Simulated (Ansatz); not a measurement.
# CH9NSi3: inversion of the pyramid at N1, part 2 of 2

Aim: the minimum-energy path and barrier of the inversion of the pyramid at N1. The ends are relaxed first, then joined by a nudged elastic band. SMILES of the start: N[SiH]1[SiH2]C1[SiH3].

Ansatz 0.2.0; RKS PBE-D4/6-31G*. Earlier steps stand in the parts before.

**5. What the band shows**

The 5 inner images lie between the fixed ends 0 and 6. Energy is taken from image 0, and the path length is the program's own coordinate along the band.

| image | path (Å) | energy (eV) | sum of angles at N1 (°) | band force (eV/Å) |
| --- | --- | --- | --- | --- |
| 0 | 0.000 | 0.0000 | 346.6 | - |
| 1 | 0.264 | 0.0045 | 349.4 | 0.015 |
| 2* | 0.527 | 0.0198 | 360.0 | 0.018 |
| 3 | 0.665 | 0.0120 | 355.7 | 0.034 |
| 4 | 0.803 | 0.0030 | 346.8 | 0.028 |
| 5 | 0.940 | 0.0000 | 344.7 | 0.023 |
| 6 | 1.078 | -0.0012 | 345.1 | - |

The star marks the climbing image.

image, energy (eV) and a bar:
```
        0      0.000 ##
        1      0.005 ########
        2      0.020 ##############################
        3      0.012 ###################
        4      0.003 ######
        5      0.000 ##
        6     -0.001
```

How the highest energy settled:

| iteration | highest image above image 0 (eV) | largest band force (eV/Å) |
| --- | --- | --- |
| 1 | 2.3008 | 4.375 |
| 2 | 0.9210 | 2.559 |
| 3 | 0.2560 | 1.611 |
| 4 | 0.0576 | 0.357 |
| 5 | 0.0238 | 0.197 |
| 6 | 0.0222 | 0.084 |
| 7 | 0.0214 | 0.056 |
| 8 | 0.0203 | 0.052 |
| 9 | 0.0198 | 0.034 |

The band as a trajectory file:

```xyz
14
image=0 dE=0.0000
N    -2.001    1.853    0.368
Si   -0.945    0.497    0.658
Si    1.288    0.754    0.900
C     0.396   -0.092   -0.590
Si    0.629   -1.934   -0.805
H    -2.748    1.748   -0.322
H    -1.578    2.779    0.296
H    -1.703   -0.630    1.283
H     2.169   -0.112    1.747
H     1.933    2.070    0.580
H     0.472    0.463   -1.539
H     0.508   -2.614    0.530
H     1.981   -2.280   -1.366
H    -0.414   -2.530   -1.712
14
image=1 dE=0.0045
N    -2.004    1.847    0.338
Si   -0.956    0.494    0.647
Si    1.279    0.753    0.887
C     0.385   -0.098   -0.599
Si    0.630   -1.941   -0.796
H    -2.661    1.812   -0.443
H    -1.634    2.788    0.464
H    -1.694   -0.645    1.277
H     2.153   -0.116    1.738
H     1.927    2.065    0.566
H     0.460    0.452   -1.550
H     0.562   -2.600    0.553
H     1.971   -2.274   -1.393
H    -0.431   -2.566   -1.661
14
image=2 dE=0.0198
N    -1.915    1.874    0.212
Si   -0.948    0.506    0.631
Si    1.288    0.755    0.874
C     0.391   -0.113   -0.599
Si    0.636   -1.955   -0.791
H    -2.690    1.844   -0.446
H    -1.758    2.792    0.615
H    -1.689   -0.621    1.285
H     2.142   -0.116    1.742
H     1.958    2.053    0.540
H     0.457    0.440   -1.549
H     0.561   -2.614    0.558
H     1.976   -2.292   -1.383
H    -0.422   -2.580   -1.661
14
image=3 dE=0.0120
N    -1.852    1.905    0.135
Si   -0.941    0.515    0.624
Si    1.294    0.755    0.871
C     0.393   -0.117   -0.599
Si    0.633   -1.959   -0.789
H    -2.701    1.834   -0.424
H    -1.809    2.767    0.672
H    -1.696   -0.599    1.292
H     2.140   -0.121    1.741
H     1.966    2.050    0.536
H     0.453    0.438   -1.549
H     0.561   -2.616    0.561
H     1.973   -2.297   -1.384
H    -0.426   -2.584   -1.658
14
image=4 dE=0.0030
N    -1.811    1.938    0.078
Si   -0.936    0.528    0.616
Si    1.300    0.754    0.873
C     0.395   -0.117   -0.597
Si    0.635   -1.959   -0.790
H    -2.690    1.811   -0.427
H    -1.884    2.723    0.726
H    -1.709   -0.569    1.294
H     2.134   -0.129    1.747
H     1.981    2.045    0.540
H     0.456    0.439   -1.546
H     0.575   -2.619    0.559
H     1.971   -2.293   -1.393
H    -0.430   -2.583   -1.651
14
image=5 dE=0.0000
N    -1.801    1.946    0.076
Si   -0.927    0.537    0.624
Si    1.310    0.755    0.874
C     0.399   -0.108   -0.595
Si    0.629   -1.952   -0.788
H    -2.641    1.796   -0.488
H    -1.968    2.682    0.763
H    -1.698   -0.560    1.305
H     2.141   -0.139    1.742
H     1.998    2.043    0.546
H     0.457    0.444   -1.546
H     0.577   -2.613    0.560
H     1.958   -2.290   -1.406
H    -0.447   -2.571   -1.639
14
image=6 dE=-0.0012
N    -1.800    1.940    0.090
Si   -0.917    0.537    0.636
Si    1.322    0.758    0.870
C     0.400   -0.099   -0.595
Si    0.619   -1.945   -0.786
H    -2.594    1.792   -0.536
H    -2.033    2.645    0.790
H    -1.674   -0.565    1.325
H     2.165   -0.139    1.722
H     2.003    2.049    0.539
H     0.454    0.451   -1.548
H     0.525   -2.608    0.559
H     1.959   -2.297   -1.371
H    -0.443   -2.549   -1.666
```

**6. Frequencies at the highest image**

The geometry is the highest inner image of the first converged band.

input.yaml

```yaml
crystal:
  periodic: [false, false, false]
  atoms:
    - { symbol: "N", position_ang: [-1.914687, 1.873626, 0.21205] }
    - { symbol: Si, position_ang: [-0.94802, 0.505671, 0.630722] }
    - { symbol: Si, position_ang: [1.288234, 0.754989, 0.873983] }
    - { symbol: C, position_ang: [0.390974, -0.113277, -0.598842] }
    - { symbol: Si, position_ang: [0.635688, -1.955274, -0.790643] }
    - { symbol: H, position_ang: [-2.690061, 1.84367, -0.446149] }
    - { symbol: H, position_ang: [-1.757951, 2.792407, 0.615481] }
    - { symbol: H, position_ang: [-1.689391, -0.621463, 1.284917] }
    - { symbol: H, position_ang: [2.141795, -0.116284, 1.742306] }
    - { symbol: H, position_ang: [1.95819, 2.052767, 0.540486] }
    - { symbol: H, position_ang: [0.456861, 0.43968, -1.549191] }
    - { symbol: H, position_ang: [0.560662, -2.614391, 0.558085] }
    - { symbol: H, position_ang: [1.976464, -2.291732, -1.383457] }
    - { symbol: H, position_ang: [-0.421761, -2.579787, -1.661049] }
basis:
  gaussian: { orbitals: "6-31G*" }
hamiltonian:
  xc: pbe
  dispersion: d4
phonons: {}
```

Started as:

```sh
$ ansatz run input.yaml --threads 2 --pin off --max-ram 3072MiB --backend cpu --events-out ev --progress --plain --runs-dir out
```

The log of the run, shortened:

```text
Warning: RAYON_NUM_THREADS=2 ignored (pool sized by the plan → 2); use --threads N
[...]
Functional definition: PBE
[...]
1361 factors; their error is unknown
[...]
mean field -26288.66299832 eV, -966.0905460926 hartree, gradient 1.9e-5 eV, S^2 0.000000; 0 other end points of the search recorded, 0 dependent functions left out
[...]
reference -26288.66304429 eV, -966.0905477817 hartree; 32, 32 occupied and 73, 73 virtual orbitals, 1361 factors
[...]
1361 factors; their error is unknown
mean field -26288.66285254 eV, -966.0905407350 hartree, gradient 1.3e-6 eV, S^2 0.000000; 0 other end points of the search recorded, 0 dependent functions left out
[...]
reference -26288.66289850 eV, -966.0905424241 hartree; 32, 32 occupied and 73, 73 virtual orbitals, 1361 factors
[...]
1361 factors; their error is unknown
mean field -26288.66290832 eV, -966.0905427852 hartree, gradient 1.3e-6 eV, S^2 0.000000; 0 other end points of the search recorded, 0 dependent functions left out
[...]
WARN: phonons: modes at or below zero, which the zero-point energy, F, S and C_V leave out: 1, the lowest at -286.20 cm⁻¹. A minimum has none, and a first-order saddle one
[...]
Atom 6 at    -1.757951     2.792407     0.615481 Å, force    -0.013302     0.006698    -0.008821 eV/Å
Atom 7 at    -1.689391    -0.621463     1.284917 Å, force     0.000767    -0.003592     0.001649 eV/Å
Atom 8 at     2.141795    -0.116284     1.742306 Å, force     0.000719    -0.003088     0.004461 eV/Å
Atom 9 at     1.958190     2.052767     0.540486 Å, force    -0.007810     0.005401     0.002150 eV/Å
Atom 10 at     0.456861     0.439680    -1.549191 Å, force    -0.007240    -0.004603    -0.008186 eV/Å
Atom 11 at     0.560662    -2.614391     0.558085 Å, force    -0.004961    -0.005450    -0.002482 eV/Å
Atom 12 at     1.976464    -2.291732    -1.383457 Å, force     0.007787    -0.003028     0.000036 eV/Å
Atom 13 at    -0.421761    -2.579787    -1.661049 Å, force    -0.000399     0.002269     0.000133 eV/Å
Dipole moment:    -0.274123     0.453081    -0.116561 e Å
Vibrations: -286.20 94.14 108.07 128.82 145.37 175.01 244.25 396.20 425.30 457.37 504.91 544.24 563.78 640.40 676.40 726.13 762.67 828.68 830.30 853.75 880.55 891.00 911.80 918.96 927.14 997.93 1555.11 2155.66 2163.24 2168.27 2175.67 2179.96 2205.84 3065.32 3522.74 3630.97 cm⁻¹, [...]
```

Run time: 2.2 min. Hardware: 2 threads of Arm Neoverse V2, shared host; peak memory 0.15 GiB.

Of 36 modes, 1 is imaginary by more than 30 cm⁻¹ (286i cm⁻¹).

**7. The band again, with other settings**

crystal.atoms is end A as relaxed above, and neb.final_atoms is end B, turned to lie on A. With 5 inner images the band has 7 in all.

input.yaml

```yaml
crystal:
  periodic: [false, false, false]
  atoms:
    - { symbol: "N", position_ang: [-2.000907, 1.852974, 0.367998] }
    - { symbol: Si, position_ang: [-0.945484, 0.497312, 0.658261] }
    - { symbol: Si, position_ang: [1.288304, 0.754299, 0.900101] }
    - { symbol: C, position_ang: [0.395872, -0.092193, -0.59008] }
    - { symbol: Si, position_ang: [0.62864, -1.934455, -0.80477] }
    - { symbol: H, position_ang: [-2.74803, 1.748331, -0.321713] }
    - { symbol: H, position_ang: [-1.57794, 2.778621, 0.296172] }
    - { symbol: H, position_ang: [-1.703059, -0.630251, 1.282933] }
    - { symbol: H, position_ang: [2.169071, -0.111555, 1.747072] }
    - { symbol: H, position_ang: [1.933021, 2.069505, 0.579859] }
    - { symbol: H, position_ang: [0.47165, 0.462541, -1.539279] }
    - { symbol: H, position_ang: [0.508025, -2.61425, 0.530374] }
    - { symbol: H, position_ang: [1.981455, -2.279797, -1.365844] }
    - { symbol: H, position_ang: [-0.41362, -2.530481, -1.712386] }
basis:
  gaussian: { orbitals: "6-31G*" }
hamiltonian:
  xc: pbe
  dispersion: d4
neb:
  order_check: false
  images: 5
  f_tol: 0.05
  max_iterations: 60
  initial_path: linear
  final_atoms:
    - { symbol: "N", position_ang: [-1.79965879, 1.93976039, 0.0903435] }
    - { symbol: Si, position_ang: [-0.91728005, 0.5373906, 0.63618976] }
    - { symbol: Si, position_ang: [1.32203554, 0.75783248, 0.86965505] }
    - { symbol: C, position_ang: [0.39981911, -0.09897543, -0.59537331] }
    - { symbol: Si, position_ang: [0.6189183, -1.94453201, -0.78625444] }
    - { symbol: H, position_ang: [-2.59392042, 1.79164412, -0.53613329] }
    - { symbol: H, position_ang: [-2.03262887, 2.64529061, 0.79034498] }
    - { symbol: H, position_ang: [-1.67440577, -0.56468961, 1.32516603] }
    - { symbol: H, position_ang: [2.1652432, -0.13893672, 1.72246444] }
    - { symbol: H, position_ang: [2.003082, 2.04873149, 0.53851505] }
    - { symbol: H, position_ang: [0.45401661, 0.45087819, -1.54826138] }
    - { symbol: H, position_ang: [0.525297, -2.60810033, 0.55881914] }
    - { symbol: H, position_ang: [1.95906007, -2.29699144, -1.3711218] }
    - { symbol: H, position_ang: [-0.44257992, -2.54870134, -1.66565573] }
```

Started as:

```sh
$ ansatz run input.yaml --threads 2 --pin off --max-ram 3072MiB --backend cpu --events-out ev --progress --plain --runs-dir out
```

The log of the run, shortened:

```text
Warning: RAYON_NUM_THREADS=2 ignored (pool sized by the plan → 2); use --threads N
[...]
[... 1 set-up line as earlier in the session ...]
[...]
1361 factors; their error is unknown
[...]
mean field -26288.68419949 eV, -966.0913252210 hartree, gradient 5.1e-5 eV, S^2 0.000000; 0 other end points of the search recorded, 0 dependent functions left out
[...]
reference -26288.68424477 eV, -966.0913268850 hartree; 32, 32 occupied and 73, 73 virtual orbitals, 1361 factors
1361 factors; their error is unknown
[...]
mean field -26288.68296657 eV, -966.0912799121 hartree, gradient 2.2e-5 eV, S^2 0.000000; 0 other end points of the search recorded, 0 dependent functions left out
[...]
reference -26288.68301231 eV, -966.0912815930 hartree; 32, 32 occupied and 73, 73 virtual orbitals, 1361 factors
NEB end point (image 0): max|allowed force component| = 1.071e-2 eV/Å (the criterion of neb.relax_end_points is 1.000e-2)
[...]
1361 factors; their error is unknown
mean field -26288.68089021 eV, -966.0912036073 hartree, gradient 8.6e-6 eV, S^2 0.000000; 0 other end points of the search recorded, 0 dependent functions left out
[...]
reference -26288.68093565 eV, -966.0912052772 hartree; 32, 32 occupied and 73, 73 virtual orbitals, 1361 factors
[...]
1361 factors; their error is unknown
mean field -26288.67120103 eV, -966.0908475364 hartree, gradient 8.1e-6 eV, S^2 0.000000; 0 other end points of the search recorded, 0 dependent functions left out
[...]
reference -26288.67124672 eV, -966.0908492156 hartree; 32, 32 occupied and 73, 73 virtual orbitals, 1361 factors
[...]
1361 factors; their error is unknown
[...]
mean field -26288.66239897 eV, -966.0905240668 hartree, gradient 2.1e-5 eV, S^2 0.000000; 0 other end points of the search recorded, 0 dependent functions left out
[...]
reference -26288.66244481 eV, -966.0905257515 hartree; 32, 32 occupied and 73, 73 virtual orbitals, 1361 factors
[...]
1361 factors; their error is unknown
```

**8. The output, continued: band between the two ends**

Output, continued, shortened:

```text
mean field -26288.67175756 eV, -966.0908679887 hartree, gradient 7.1e-6 eV, S^2 0.000000; 0 other end points of the search recorded, 0 dependent functions left out
[...]
reference -26288.67180344 eV, -966.0908696747 hartree; 32, 32 occupied and 73, 73 virtual orbitals, 1361 factors
[...]
1361 factors; their error is unknown
mean field -26288.68049468 eV, -966.0911890720 hartree, gradient 7.4e-6 eV, S^2 0.000000; 0 other end points of the search recorded, 0 dependent functions left out
[...]
reference -26288.68054051 eV, -966.0911907562 hartree; 32, 32 occupied and 73, 73 virtual orbitals, 1361 factors
NEB iter   4: max|band force component| = 8.954e-2 eV/Å  barrier→ = 0.0205 eV  barrier← = 0.0217 eV  CI = image 3  Δτ_max = 0.0319 Å  (153 SCF iters)
[...]
Atom 5 at    -2.696420     1.841881    -0.436066 Å, force     0.002350    -0.002940     0.001287 eV/Å
Atom 6 at    -1.738891     2.807574     0.584790 Å, force    -0.001423    -0.013100    -0.004264 eV/Å
Atom 7 at    -1.683876    -0.606611     1.292165 Å, force    -0.000864     0.000211    -0.000171 eV/Å
Atom 8 at     2.152822    -0.100558     1.738814 Å, force     0.000390    -0.000182    -0.000697 eV/Å
Atom 9 at     1.960370     2.058481     0.517480 Å, force    -0.000582     0.000576     0.000495 eV/Å
Atom 10 at     0.457318     0.420846    -1.556841 Å, force     0.000028    -0.000768     0.000496 eV/Å
Atom 11 at     0.512028    -2.619927     0.572511 Å, force    -0.000520     0.000491     0.000219 eV/Å
Atom 12 at     1.974346    -2.322554    -1.338030 Å, force     0.000279     0.000331     0.001136 eV/Å
Atom 13 at    -0.421927    -2.578149    -1.666557 Å, force     0.000475    -0.000702    -0.000558 eV/Å
Dipole moment:    -0.273129     0.451762    -0.118391 e Å
this run last wrote the band of iteration 7 to <dir>
```

It took 1.8 min on 2 threads of Arm Neoverse V2, shared host; peak memory 0.16 GiB.

**9. What the band shows**

The 5 inner images lie between the fixed ends 0 and 6. Energy is taken from image 0, and the path length is the program's own coordinate along the band.

| image | path (Å) | energy (eV) | sum of angles at N1 (°) | band force (eV/Å) |
| --- | --- | --- | --- | --- |
| 0 | 0.000 | 0.0000 | 346.6 | - |
| 1 | 0.167 | 0.0017 | 347.5 | 0.013 |
| 2 | 0.334 | 0.0099 | 354.5 | 0.021 |
| 3* | 0.501 | 0.0194 | 360.0 | 0.019 |
| 4 | 0.677 | 0.0088 | 353.4 | 0.018 |
| 5 | 0.853 | 0.0006 | 346.5 | 0.017 |
| 6 | 1.028 | -0.0012 | 345.1 | - |

The star marks the climbing image.

image, energy (eV) and a bar:
```
        0      0.000 ##
        1      0.002 ####
        2      0.010 ################
        3      0.019 ##############################
        4      0.009 ###############
        5      0.001 ###
        6     -0.001
```

**10. Outcome**

This closing draws on all 2 parts.

| quantity | value |
| --- | --- |
| end A | 10 moves, 2.321 eV lower |
| end B | 9 moves, 2.176 eV lower |
| first band: barrier forwards | 0.020 eV |
| first band: barrier backwards | 0.021 eV |
| first band: second end relative to first | -0.001 eV |
| first band: highest image | 2 of 0 to 6, climbing |
| first band: band iterations | 9 |
| imaginary modes at the top | 286i cm⁻¹ |
| second band | top 0.019 eV above image 0, 7 iterations, 5 inner images |
| time, first and second band | 2.3 min and 1.8 min |

In words: In the first band: along this path the system climbs 0.020 eV from the first end (0.8 kT at 300 K). The ends differ by 2 meV at most. One imaginary mode, as a first-order saddle point has. The second band's top agrees with the first's to 1 meV, so the changed settings hardly move the height. Zero-point energy and entropy are left out. Tunnelling, which matters where hydrogen moves, is missing too.
